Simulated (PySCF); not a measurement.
**C₂H₆OSSi: electronic excitations and core binding energies**

Aim: predict the electronic excitations and core binding energies of C₂H₆OSSi (`C1CS[SiH2]O1`).

The runs use PySCF 2.14.0, with density-fitted response routines of our own; the level of theory stands in each step. All values are computed, except where a source is named. Atoms count from 0, in the outputs and in this text.

## (1) The starting structure

11 atoms, charge 0, multiplicity 1; geometry from: GFN2-xTB.

Bonds of the start (Å): C0–C1 1.52, C1–S2 1.83, S2–Si3 2.15, Si3–O4 1.63, O4–C0 1.40, C0–H5 1.10, C0–H6 1.09, C1–H7 1.09, C1–H8 1.09, Si3–H9 1.45, Si3–H10 1.45.

## (2) Ultraviolet spectrum: CAM-B3LYP/def2-SVPD

Job settings and geometry (Å):

```
{"job": {"kind": "uv", "xc": "CAM-B3LYP", "basis": "def2-SVPD", "nstates": 8, "ntriplets": 3}, "charge": 0, "multiplicity": 1}
C     -0.613033     0.770926    -0.528725
C     -1.195561    -0.378237     0.280481
S      0.028453    -1.732262     0.325326
Si     1.633804    -0.308943     0.215332
O      0.726692     0.982365    -0.179075
H     -0.673241     0.544934    -1.599399
H     -1.160729     1.697162    -0.330606
H     -2.110276    -0.762646    -0.163634
H     -1.384821    -0.073409     1.309319
H      2.521464    -0.707009    -0.861446
H      2.232672    -0.030210     1.506463
```

Level: TDDFT CAM-B3LYP/def2-SVPD, vertical, gas phase, core orbitals frozen in the response.

Started as:

```sh
OMP_NUM_THREADS=1 python probes_run.py task.json out
```

One launch serves the whole session: the jobs run in the order shown.

The log of the run:

```text
coarse grid: 10232 points
cycle   1  E = -842.2121992354  dE =  7.332e-01  |g| = 6.526e-01  |ddm| = 4.356e+00
cycle   2  E = -842.1621591203  dE =  5.004e-02  |g| = 8.687e-01  |ddm| = 1.589e+00
cycle   3  E = -842.2991833824  dE = -1.370e-01  |g| = 6.493e-02  |ddm| = 7.887e-01
cycle   4  E = -842.3001079452  dE = -9.246e-04  |g| = 2.792e-02  |ddm| = 1.516e-01
cycle   5  E = -842.3003384766  dE = -2.305e-04  |g| = 4.854e-03  |ddm| = 5.921e-02
cycle   6  E = -842.3003447825  dE = -6.306e-06  |g| = 1.556e-03  |ddm| = 1.079e-02
final grid: 89528 points
cycle   7  E = -842.4068195837  dE = -1.865e-05  |g| = 1.902e-03  |ddm| = 4.030e-02
cycle   8  E = -842.4068195836  dE =  1.228e-10  |g| = 2.151e-03  |ddm| = 5.587e-03
cycle   9  E = -842.4068204034  dE = -8.198e-07  |g| = 2.479e-04  |ddm| = 2.063e-03
cycle  10  E = -842.4068204159  dE = -1.256e-08  |g| = 1.194e-04  |ddm| = 6.060e-04
cycle  11  E = -842.4068204201  dE = -4.151e-09  |g| = 1.686e-05  |ddm| = 2.412e-04
cycle  12  E = -842.4068204202  dE = -1.178e-10  |g| = 5.743e-06  |ddm| = 4.311e-05
converged SCF energy = -842.4068204202

Static polarisability (au): isotropic 69.155, principal 60.375 69.829 77.260

Singlet excitations
state   eV       nm        f      main configurations
  1   5.4891    225.9   0.00079   H->L 0.81, H->L+2 0.10
  2   6.0951    203.4   0.01969   H->L+1 0.65, H->L+2 0.20
  3   6.5424    189.5   0.01561   H->L+2 0.43, H->L+1 0.28
  4   7.1596    173.2   0.00289   H-1->L 0.82
  5   7.2404    171.2   0.03068   H->L+3 0.43, H-2->L 0.29, H->L+4 0.16
  6   7.2892    170.1   0.00741   H->L+4 0.46, H-2->L 0.37
  7   7.3709    168.2   0.01788   H->L+3 0.41, H->L+4 0.27, H-2->L 0.18
  8   7.4342    166.8   0.00881   H->L+5 0.51, H->L+6 0.18

Triplet excitations (Tamm-Dancoff, eV): 5.0670 5.7522 6.3306
```

It took 22 s on 1 thread of Arm Neoverse V1, shared host; peak memory 0.71 GiB.

Frontier orbitals and where they lie:

```
orbital      eV                       atoms
 HOMO−3  -10.90   O4 36 %, C0 18 %, C1 15 %
 HOMO−2  -10.00  S2 60 %, Si3 14 %, O4 11 %
 HOMO−1   -9.80  O4 50 %, C0 12 %, Si3 11 %
   HOMO   -8.22   S2 71 %, C1 10 %, Si3 8 %
   LUMO    0.72   S2 31 %, Si3 27 %, H9 9 %
 LUMO+1    1.17   S2 33 %, Si3 22 %, C1 8 %
 LUMO+2    1.38  Si3 33 %, S2 30 %, O4 10 %
```

With each of the 8 states as a Gaussian band of 0.4 eV half-width at 1/e, the curve within the window shown has maxima at 198 nm (ε 1,100), 170 nm (ε 2,700) L/(mol cm). Beyond the last state computed it falls off for lack of states. The curve at chosen wavelengths:

nm, ε (L/mol/cm) and a bar:
```
      160        893 ##########
      164       1867 #####################
      167       2467 ############################
      171       2609 ##############################
      175       2060 ########################
      179       1386 ################
      182       1067 ############
      186        928 ###########
      190        965 ###########
      193       1019 ############
      197       1061 ############
      201       1033 ############
      205        916 ###########
      208        781 #########
      212        574 #######
      216        382 ####
      220        235 ###
      223        159 ##
      227         93 #
      231         56 #
      234         39 
      238         25 
      242         15 
      246          9 
      249          6 
      253          4
```

Ground-state properties from the same run:

| property | computed |
| --- | --- |
| dipole moment (D) | 1.17 |
| polarisability (Å³) | 10.25 |
| HOMO–LUMO gap (eV) | 8.94 |
| −ε(HOMO) (eV) | 8.22 |

## (3) Core-electron binding energies: SCAN, X2C

Same as in step 2 but for these lines:

```diff
@@ -1,2 +1,2 @@
-{"job": {"kind": "uv", "xc": "CAM-B3LYP", "basis": "def2-SVPD", "nstates": 8, "ntriplets": 3}, "charge": 0, "multiplicity": 1}
+{"job": {"kind": "xps"}, "charge": 0, "multiplicity": 1}
 C     -0.613033     0.770926    -0.528725
```

Method: delta-SCF UKS SCAN, pcX-2 on the ionised atom, pcseg-1 elsewhere, spin-free X2C.

The log of the run:

```text
ground state, core basis on atom 0 (C), 139 functions
  cycle   1  E = -844.20485318  |g| = 6.45e-01
  cycle   2  E = -843.99888309  |g| = 1.21e+00
  cycle   3  E = -844.28645627  |g| = 1.30e-01
  cycle   4  E = -844.28997488  |g| = 5.49e-02
  cycle   5  E = -844.29091109  |g| = 1.20e-02
  cycle   6  E = -844.29095764  |g| = 2.48e-03
  cycle   7  E = -844.29096095  |g| = 1.12e-03
  cycle   8  E = -844.29095901  |g| = 3.87e-04
  E(ground) = -844.34380926 Eh
hole in C 1s of atom 0
  cycle   1  E = -832.97928934  |g| = 1.51e+00
  cycle   2  E = -830.16961136  |g| = 2.62e+00
  cycle   3  E = -833.10878762  |g| = 9.23e-01
  cycle   4  E = -833.46201720  |g| = 4.51e-01
  cycle   5  E = -833.52918847  |g| = 1.47e-01
  cycle   6  E = -833.53598715  |g| = 5.63e-02
  cycle   7  E = -833.53778220  |g| = 1.31e-02
  cycle   8  E = -833.53786061  |g| = 6.72e-03
  cycle   9  E = -833.53788722  |g| = 2.12e-03
  cycle  10  E = -833.53789170  |g| = 1.15e-03
  cycle  11  E = -833.53789484  |g| = 4.81e-04
  E(ion) = -833.59017855 Eh   <S^2> = 0.7715   hole on atom = 1.000   binding energy = 292.621 eV
ground state, core basis on atom 1 (C), 139 functions
  cycle   1  E = -844.28923913  |g| = 5.92e-02
  cycle   2  E = -844.28920220  |g| = 2.57e-02
  cycle   3  E = -844.28922867  |g| = 2.37e-02
  cycle   4  E = -844.28934109  |g| = 4.56e-03
  cycle   5  E = -844.28934725  |g| = 8.78e-04
  cycle   6  E = -844.28934560  |g| = 1.62e-04
  E(ground) = -844.34288858 Eh
hole in C 1s of atom 1
  cycle   1  E = -832.99978169  |g| = 1.51e+00
  cycle   2  E = -831.86414459  |g| = 2.10e+00
  cycle   3  E = -833.48551996  |g| = 4.46e-01
  cycle   4  E = -833.54287330  |g| = 2.86e-01
  cycle   5  E = -833.57263448  |g| = 9.57e-02
  cycle   6  E = -833.57611378  |g| = 2.29e-02
  cycle   7  E = -833.57642852  |g| = 7.71e-03
  cycle   8  E = -833.57647199  |g| = 3.61e-03
  cycle   9  E = -833.57648423  |g| = 1.65e-03
  cycle  10  E = -833.57648870  |g| = 7.43e-04
  cycle  11  E = -833.57649000  |g| = 2.30e-04
  E(ion) = -833.63054489 Eh   <S^2> = 0.7772   hole on atom = 1.000   binding energy = 291.498 eV
ground state, core basis on atom 2 (S), 150 functions
  cycle   1  E = -844.43508942  |g| = 4.05e-01
  cycle   2  E = -844.43490431  |g| = 4.54e-02
  cycle   3  E = -844.43414395  |g| = 6.89e-02
  cycle   4  E = -844.43546089  |g| = 6.95e-03
  cycle   5  E = -844.43546593  |g| = 4.10e-03
  cycle   6  E = -844.43546960  |g| = 5.22e-04
  cycle   7  E = -844.43546802  |g| = 1.73e-04
  E(ground) = -844.47493853 Eh
hole in S 1s of atom 2
  cycle   1  E = -752.21284272  |g| = 5.08e+00
  cycle   2  E = -751.93588460  |g| = 2.42e+00
  cycle   3  E = -751.85727432  |g| = 1.68e+00
  cycle   4  E = -753.39084775  |g| = 3.14e-01
  cycle   5  E = -753.40853655  |g| = 2.45e-01
  cycle   6  E = -753.43285347  |g| = 4.69e-02
  cycle   7  E = -753.43348733  |g| = 2.22e-02
  cycle   8  E = -753.43370201  |g| = 4.28e-03
  cycle   9  E = -753.43370892  |g| = 2.35e-03
  cycle  10  E = -753.43371289  |g| = 4.63e-04
  E(ion) = -753.46462339 Eh   <S^2> = 0.7514   hole on atom = 1.000   binding energy = 2476.517 eV
hole in S 2p of atom 2
  cycle   1  E = -837.77235693  |g| = 1.53e+00
  cycle   2  E = -837.42174968  |g| = 1.46e+00
  cycle   3  E = -838.08146232  |g| = 5.16e-01
  cycle   4  E = -838.19989058  |g| = 2.13e-01
  cycle   5  E = -838.21312940  |g| = 9.07e-02
  cycle   6  E = -838.21664966  |g| = 2.35e-02
  cycle   7  E = -838.21686696  |g| = 9.12e-03
  cycle   8  E = -838.21690865  |g| = 2.47e-03
  cycle   9  E = -838.21691014  |g| = 1.34e-03
  cycle  10  E = -838.21691192  |g| = 3.91e-04
  E(ion) = -838.26431870 Eh   <S^2> = 0.7534   hole on atom = 1.001   binding energy = 169.000 eV
  2p3/2 = 168.742 eV   2p1/2 = 169.988 eV
ground state, core basis on atom 3 (Si), 150 functions
  cycle   1  E = -844.39028206  |g| = 2.89e-01
  cycle   2  E = -844.39021440  |g| = 5.18e-02
  cycle   3  E = -844.38986072  |g| = 5.56e-02
  cycle   4  E = -844.39063893  |g| = 1.34e-02
  cycle   5  E = -844.39068585  |g| = 1.79e-03
  cycle   6  E = -844.39068671  |g| = 2.88e-04
  E(ground) = -844.40279860 Eh
hole in Si 1s of atom 3
  cycle   1  E = -775.43583125  |g| = 4.35e+00
  cycle   2  E = -774.93515017  |g| = 2.38e+00
  cycle   3  E = -775.65820348  |g| = 1.08e+00
  cycle   4  E = -776.41328916  |g| = 3.46e-01
  cycle   5  E = -776.47828236  |g| = 1.66e-01
  cycle   6  E = -776.48808210  |g| = 9.09e-02
  cycle   7  E = -776.49118668  |g| = 1.99e-02
  cycle   8  E = -776.49136625  |g| = 6.70e-03
  cycle   9  E = -776.49138828  |g| = 1.91e-03
  cycle  10  E = -776.49139101  |g| = 9.07e-04
  cycle  11  E = -776.49139129  |g| = 3.03e-04
  E(ion) = -776.51189817 Eh   <S^2> = 0.7524   hole on atom = 1.000   binding energy = 1847.405 eV
hole in Si 2p of atom 3
  cycle   1  E = -840.09508279  |g| = 1.24e+00
  cycle   2  E = -839.62812522  |g| = 1.35e+00
  cycle   3  E = -840.28320486  |g| = 4.37e-01
  cycle   4  E = -840.40909615  |g| = 1.15e-01
  cycle   5  E = -840.41613875  |g| = 5.34e-02
  cycle   6  E = -840.41736398  |g| = 2.29e-02
  cycle   7  E = -840.41756513  |g| = 7.05e-03
  cycle   8  E = -840.41758382  |g| = 1.91e-03
  cycle   9  E = -840.41758808  |g| = 6.29e-04
  cycle  10  E = -840.41758444  |g| = 3.27e-04
  E(ion) = -840.44138071 Eh   <S^2> = 0.7521   hole on atom = 1.003   binding energy = 107.796 eV
  2p3/2 = 107.529 eV   2p1/2 = 108.156 eV
ground state, core basis on atom 4 (O), 139 functions
  cycle   1  E = -844.32120049  |g| = 9.98e-02
  cycle   2  E = -844.32047589  |g| = 7.43e-02
  cycle   3  E = -844.32087478  |g| = 6.11e-02
  cycle   4  E = -844.32155753  |g| = 5.82e-03
  cycle   5  E = -844.32156643  |g| = 1.07e-03
  cycle   6  E = -844.32156790  |g| = 2.63e-04
  E(ground) = -844.37226076 Eh
hole in O 1s of atom 4
  cycle   1  E = -823.71321974  |g| = 2.23e+00
  cycle   2  E = -822.32530105  |g| = 2.58e+00
  cycle   3  E = -824.24246868  |g| = 7.30e-01
  cycle   4  E = -824.44907609  |g| = 3.89e-01
  cycle   5  E = -824.53495852  |g| = 1.06e-01
  cycle   6  E = -824.53990684  |g| = 3.52e-02
  cycle   7  E = -824.54051897  |g| = 9.23e-03
  cycle   8  E = -824.54055228  |g| = 4.03e-03
  cycle   9  E = -824.54056354  |g| = 9.30e-04
  cycle  10  E = -824.54056394  |g| = 3.22e-04
  E(ion) = -824.59152062 Eh   <S^2> = 0.7614   hole on atom = 1.000   binding energy = 538.261 eV
```

Wall time 53 s (1 thread of Arm Neoverse V1, shared host); peak memory 0.59 GiB.

The holes in one table. −ε is the ground-state orbital energy:

```csv
hole,stands for,environment,ΔSCF (eV; 2p as the shell's mean),−ε (eV),⟨S²⟩
C1s on C0,C0,sp3 CH2 bonded to O,292.62,275.5,0.771
C1s on C1,C1,sp3 CH2 bonded to S,291.50,274.8,0.777
S1s on S2,S2,"sulfur bonded to C, Si, in a 5-membered ring",2476.52,2414.5,0.751
S2p on S2,S2,"sulfur bonded to C, Si, in a 5-membered ring",169.16,157.6,0.753
Si1s on Si3,Si3,"silicon bonded to O, S, 2 H, in a 5-membered ring",1847.41,1794.2,0.752
Si2p on Si3,Si3,"silicon bonded to O, S, 2 H, in a 5-membered ring",107.74,96.9,0.752
O1s on O4,O4,"oxygen bonded to C, Si, in a 5-membered ring",538.26,516.8,0.761
```

With the spin-orbit splitting: S2 2p3/2 168.74, 2p1/2 169.99 eV; Si3 2p3/2 107.53, 2p1/2 108.16 eV. The table gives each 2p level as the mean over the whole 2p shell (two parts 2p3/2, one part 2p1/2), which differs a little from the single hole in the log.

## (4) Outcome

| quantity | value |
| --- | --- |
| lowest singlet (CAM-B3LYP/def2-SVPD) | 5.49 eV (226 nm), f = 0.001 |
| brightest single state of those computed | state 5, 7.24 eV, f = 0.031 |
| lowest triplet | 5.07 eV |
| C1s binding energies, SCAN/pcX-2 | C0 292.62, C1 291.50 eV |
| S1s binding energies, SCAN/pcX-2 | S2 2476.52 eV |
| S2p binding energies, SCAN/pcX-2 | S2 169.16 eV |
| Si1s binding energies, SCAN/pcX-2 | Si3 1847.41 eV |
| Si2p binding energies, SCAN/pcX-2 | Si3 107.74 eV |
| O1s binding energies, SCAN/pcX-2 | O4 538.26 eV |

The lowest singlet, at 5.49 eV, is HOMO→LUMO 0.81, HOMO→LUMO+2 0.10 and is dark; of the 8 states computed, the strongest absorption comes from state 5 at 7.24 eV. The lowest triplet lies 0.42 eV below the lowest singlet (triplets in Tamm-Dancoff, singlets in full TDDFT). The C1s levels kept as sound span 1.12 eV, from C1 (sp3 CH2 bonded to S) up to C0 (sp3 CH2 bonded to O).
